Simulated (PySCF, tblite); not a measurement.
# C₆H₁₅BSSi: geometry, infrared bands and NMR shifts

What infrared bands and NMR shifts should C₆H₁₅BSSi (`[SiH3]SCBCC1CCC1`) show?

Programs: tblite 0.8.0 and PySCF 2.14.0, with density-fitted response routines of our own. Each step states its level of theory. These are calculated values for one molecule in the gas phase, unless marked as measured. Atoms count from 0, in the outputs and in this text.

### Step 1. The molecule as given

24 atoms, charge 0, multiplicity 1; geometry from: force field or distance geometry start.

Bonds of the start (Å): Si0–S1 2.16, S1–C2 1.80, C2–B3 1.60, B3–C4 1.56, C4–C5 1.50, C5–C6 1.51, C6–C7 1.49, C7–C8 1.51, C8–C5 1.50, Si0–H9 1.50, Si0–H10 1.45, Si0–H11 1.44, C2–H12 1.13, C2–H13 1.10, B3–H14 1.18, C4–H15 1.10, C4–H16 1.11, C5–H17 1.11, C6–H18 1.10, C6–H19 1.13, C7–H20 1.10, C7–H21 1.12, C8–H22 1.11, C8–H23 1.11.

### Step 2. Relaxing the molecule with GFN2-xTB

Job settings and geometry (Å):

```
{"job": {"kind": "relax", "xc": "GFN2-xTB", "basis": "xTB"}, "charge": 0, "multiplicity": 1}
Si     4.297400     0.738500    -0.190900
S      3.404400    -0.667600     1.185500
C      1.968300    -1.383200     0.365100
B      0.852000    -0.259000     0.133500
C     -0.462700    -0.586800    -0.641500
C     -1.607100    -0.479600     0.327900
C     -1.775700     0.870100     0.984900
C     -2.967700     1.092000     0.120500
C     -2.901600    -0.319000    -0.415800
H      3.183900     1.466400    -0.873900
H      5.027500     1.703100     0.605400
H      5.104600     0.030000    -1.154700
H      1.488100    -2.165200     1.022900
H      2.223300    -1.871700    -0.592100
H      0.869300     0.670800     0.851700
H     -0.596500     0.010600    -1.558300
H     -0.405900    -1.656100    -0.949100
H     -1.587500    -1.297600     1.073700
H     -0.974400     1.601500     0.827600
H     -2.005400     0.718200     2.084100
H     -2.725500     1.839500    -0.654900
H     -3.911000     1.380500     0.646100
H     -3.645900    -1.003800     0.030200
H     -2.863600    -0.411800    -1.519200
```

On the command line:

```sh
> OMP_NUM_THREADS=1 python probes_run.py task.json out
```

This one command runs all jobs of the session in turn.

**Question.** This job is followed by: GFN2-xTB harmonic vibrations, gas phase; GIAO PBE0/pcSseg-1 NMR shielding, non-relativistic, gas phase. Predict these results of the whole session: strongest single infrared mode (GFN2-xTB); zero-point energy (GFN2-xTB); ¹³C shifts against TMS (PBE0/pcSseg-1, means over atoms taken as alike); ¹H shifts against TMS (PBE0/pcSseg-1, means over atoms taken as alike); ²⁹Si shifts against TMS (PBE0/pcSseg-1); ³³S shifts against CS2 (PBE0/pcSseg-1); ¹¹B shifts against BF3·OEt2 (PBE0/pcSseg-1).

As calculated:

| quantity | value |
| --- | --- |
| strongest single infrared mode (GFN2-xTB) | 2333 cm⁻¹, 278 km/mol |
| zero-point energy (GFN2-xTB) | 121.5 kcal/mol |
| ¹³C shifts against TMS (PBE0/pcSseg-1, means over atoms taken as alike) | 36.0, 35.7, 33.7, 28.1, 16.5 ppm |
| ¹H shifts against TMS (PBE0/pcSseg-1, means over atoms taken as alike) | 4.56, 2.96, 2.64, 2.42, 2.24, 2.00, 1.91, 1.69, 0.78 ppm |
| ²⁹Si shifts against TMS (PBE0/pcSseg-1) | -38.0 ppm |
| ³³S shifts against CS2 (PBE0/pcSseg-1) | -336 ppm |
| ¹¹B shifts against BF3·OEt2 (PBE0/pcSseg-1) | -0.9 ppm |

**Reading.** Over 272 steps the energy fell by 0.869 eV; of the close pairs, S1–B3 changed most, 2.791 to 2.094 Å. No mode is imaginary among the 66: a minimum at this level. The strongest single mode, at 2333 cm⁻¹, moves mainly H9. Unscaled tight-binding wavenumbers are off by several per cent, some by more. Its intensities can rank the bands wrongly. At PBE0/pcSseg-1: Shielding is most anisotropic at S1 (span 470 ppm, paramagnetic term -220 ppm).
